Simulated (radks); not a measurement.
# Ru²⁺ in [Kr] 4d5.75 5p0.25: an all-electron calculation

Wanted: eigenvalues, radial structure and energy terms of the ruthenium ion Ru2+.

The numbers are computed with radks (a radial shooting solver on a logarithmic mesh, Libxc functionals) version 1 (Dirac Kohn-Sham, XLYP, spin-unpolarised, spherical densities, finite nucleus; open shells fill j = l - 1/2 first), except any that are marked as measured or tabulated.

## (1) Starting point

```
element            : ruthenium (Z = 44)
charge             : +2
electrons          : 42
configuration      : [Kr] 4d5.75 5p0.25
nuclear rms radius : 4.4809 fm
```

## (2) The calculation

Input:

```text
Z 44
configuration [Kr] 4d5.75 5p0.25
relativity Dirac
functional xlyp
spin unpolarised
j_filling energy
nucleus finite rms 4.4809 fm
c 137.035999084
```

What does the calculation give?

As calculated:

| quantity | value |
| --- | --- |
| total energy | -4531.47387 hartree |
| exchange-correlation share of it | 2.96 % |
| −T/E | 1.0407 |
| highest occupied level | 5p1/2, -14.443 eV |
| most extended occupied level | 5p1/2, <r> = 3.25 bohr |
| radius at density 0.001 e/bohr³ | 3.68 bohr |
| maxima of the radial density | 4 |

**Reading.** The radial density shows 4 maxima for 5 occupied principal shells; where shells overlap, one shows as a shoulder or not at all. −T/E is 1.041: with relativity the kinetic term as defined here no longer equals −E. This is not the tabulated ground configuration, so its levels and sizes aren't those of the ground state, and no measured value stands beside it.
